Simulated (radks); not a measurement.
**Nb³⁺ in [Ar] 3d10 4s1 4p6 4d2 4f1: an all-electron calculation**

An exercise on one series of results from a longer session: the logs are not shown, and one member is left open.

The numbers are computed with radks (a radial shooting solver on a logarithmic mesh, Libxc functionals) version 1 (scalar-relativistic Kohn-Sham, SOGGA, spin-unpolarised, spherical densities, finite nucleus), except any that are marked as measured or tabulated.

### The atom as given

```
element            : niobium (Z = 41)
charge             : +3
electrons          : 38
configuration      : [Ar] 3d10 4s1 4p6 4d2 4f1
nuclear rms radius : 4.324 fm
```

Outer shells as boxes (Hund's rule):

Nb³⁺
```
[Ar] core
3d [↑↓][↑↓][↑↓][↑↓][↑↓]
4s [↑ ]
4p [↑↓][↑↓][↑↓]
4d [↑ ][↑ ][  ][  ][  ]
4f [↑ ][  ][  ][  ][  ][  ][  ]
```

The first run:

The run's settings:

```text
Z 41
configuration [Ar] 3d10 4s1 4p6 4d2 4f1 5s0 5p0 5d0 5f0
relativity scalar-relativistic
functional sogga,pbe
spin unpolarised
nucleus finite rms 4.324 fm
c 137.035999084
```

The run is started by

```bash
python run_ks.py task.json out
```

All runs below come from this command, one after another.

Among the steps run: Self-consistent calculation.

One of the session's tables, all rows but one given; the rest of the session is left out.

It belongs to the step «Shells». Radial moments (bohr):

```
level      <r>  outermost maximum (interpolated)  90 % within  nodes
   1s  0.03611                            0.0235       0.0647      0
   2s   0.1581                             0.133        0.244      1
   2p   0.1378                             0.106        0.224      0
   3s   0.4432                             0.396        0.655      2
   3p   0.4456                             0.389        0.674      1
   3d   0.4322                             0.334        0.692      0
   4s    1.130                              1.02         1.64      3
   4p    1.242                              1.10         1.82      2
   4d    1.598                              1.34         2.44      1
   5s    2.684                              2.47         3.84      4
   5p        ?                                 ?            ?      ?
   5d    4.181                              3.92         5.99      2
   4f    3.589                              3.10         5.56      0
   5f    6.859                              7.18         10.2      1
```

**Question.** Estimate the row for 5p.

As computed: <r>: 3.101; outermost maximum (interpolated): 2.84; 90 % within: 4.44; nodes: 3. In the column «<r>» it lies between 5s (2.684) and 4f (3.589).
